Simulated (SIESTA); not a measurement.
HfB under changes of volume

One of the cells (12.573 Å³/atom); the others are scaled copies at fixed shape and fractional positions:

```
Hf B
1.0
     0.00000    2.32530    2.32530
     2.32530    0.00000    2.32530
     2.32530    2.32530    0.00000
Hf B
1 1
Cartesian
  2.3253 2.3253 2.3253
  0.0000 0.0000 0.0000
```

| Item | Value |
| --- | --- |
| Program | SIESTA 5.4.2 |
| Functional | PBEsol |
| Potentials or basis | PseudoDojo 0.4 standard (PBEsol files) |
| Basis | DZP (energy shift 0.003 Ry; two zetas on semicore shells) |
| Grid cutoff | 800 Ry |
| Energy shift | 0.003 Ry |
| k mesh | 10 × 10 × 10 |
| Occupations | fermi-dirac, width 0.05 eV |
| Spin | no spin polarisation |

| volume (Å³/atom) | energy over the lowest point (meV/atom) | pressure (GPa) |
| --- | --- | --- |
| 11.587 | ? | ? |
| 11.833 | 177.64 | 37.3 |
| 12.080 | 125.31 | 31.1 |
| 12.573 | 47.33 | 20.2 |
| 12.819 | 20.21 | 15.4 |
| 13.066 | 0.00 | 11.2 |

Question: What does the run at 11.587 Å³/atom give?

Answer: Energy over the lowest point 239.90 meV/atom; pressure 44.1 GPa.

Worked out: A Birch-Murnaghan fit of order 3 (a polynomial in V^(-2/3)) to the other rows has no minimum within the range. It gives 239.63 meV/atom at 11.587 Å³/atom, against the run's 239.90, and -dE/dV = 43.8 GPa, against 44.1.

Energies are extrapolated to zero smearing.

Caveats: short orbitals over semicore shells can move pressures by several GPa; the basis of atomic orbitals isn't converged, which shifts pressures, moduli and gaps.
